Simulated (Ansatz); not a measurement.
Crystal: ScSi2.

```
CELL_PARAMETERS angstrom
3.66000 0.00000 0.00000
-1.83000 3.16965 0.00000
0.00000 0.00000 3.87000
ATOMIC_POSITIONS crystal
Sc 0.00000 0.00000 0.00000
Si 0.66667 0.33333 0.50000
Si 0.33333 0.66667 0.50000
```

| Quantity | Value |
| --- | --- |
| Program | Ansatz 0.2.0 |
| Task | single point |
| Functional | PBE |
| Potentials or basis | Ansatz PAW |
| Cutoff | 420 eV (not typed: the program's choice for these potentials) |
| k mesh | 8 × 8 × 7 |
| Occupations | fermi-dirac, width 0.05 eV |
| Spin | no spin polarisation |

On this cell: pressure 25.1 GPa; largest force under 0.003 eV/Å; band gap on the k mesh none (metal or under the smearing width).

The same run follows on a disturbed copy (atoms moved at random, drawn with an rms of 0.05 Å):

```
Sc Si
1.0
     3.66000    0.00000    0.00000
    -1.83000    3.16965    0.00000
     0.00000    0.00000    3.87000
Sc Si
1 2
Direct
  0.99981 0.00282 0.98772
  0.67459 0.34644 0.50953
  0.32321 0.67437 0.50000
```

Q: What does the disturbed cell give?

A: The energy (extrapolated to zero smearing) moves by +23.0 meV/atom; pressure 25.6 GPa; largest force 1.670 eV/Å; band gap on the k mesh none (metal or under the smearing width).

Forces in eV/Å, atoms in the order of the input:
```
Sc  -0.088  0.127  0.640
Si  -1.463 -0.606 -0.250
Si   1.551  0.479 -0.390
```

Stress tensor (GPa, compression positive):
```
39.74  5.52 -0.21
 5.52 36.06  0.12
-0.21  0.12  1.13
```

Caveats: so large a pressure means that the cell lies far from this level's equilibrium, or that cutoff or potentials fall short (some runs).
